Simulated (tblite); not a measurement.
# C2H7Cl2Si2: the cost of one run

Programs: tblite 0.8.0 and PySCF 2.14.0, with density-fitted response routines of our own. Each step states its level of theory. These are calculated values for one molecule in the gas phase, unless marked as measured. Atoms are numbered from 0 throughout.

## Step 1: The molecule as given

13 atoms, charge 0, multiplicity 2; geometry from: force field or distance geometry start.

Bonds of the start (Å): Si0–C1 1.87, C1–C2 1.51, C2–Cl3 1.76, C2–Si4 1.83, Si4–Cl5 2.04, Si0–H6 1.49, Si0–H7 1.48, Si0–H8 1.49, C1–H9 1.11, C1–H10 1.09, Si4–H11 1.48, Si4–H12 1.48.

## Step 2: Optimising the geometry with GFN2-xTB

What the job is given:

```
{"job": {"kind": "relax", "xc": "GFN2-xTB", "basis": "xTB"}, "charge": 0, "multiplicity": 2}
Si    -1.969300    -0.397100     0.140100
C     -0.545500     0.813500     0.223000
C      0.647200     0.477400    -0.644300
Cl     0.629000     1.226700    -2.231800
Si     2.006500    -0.572000    -0.024300
Cl     3.054200     0.690200     1.186900
H     -2.537200    -0.442600    -1.236900
H     -1.499600    -1.749500     0.514200
H     -3.041000     0.009500     1.089700
H     -0.225300     0.875100     1.284600
H     -0.922300     1.806600    -0.017400
H      1.496600    -1.693700     0.800700
H      2.902200    -1.043700    -1.102300
```

Run with:

```bash
$ OMP_NUM_THREADS=1 python probes_run.py task.json out
```

This one command runs all jobs of the session in turn.

Q: Estimate the wall time of this first job on 1 thread of Arm Neoverse V1, shared host.

About 1.1 s.
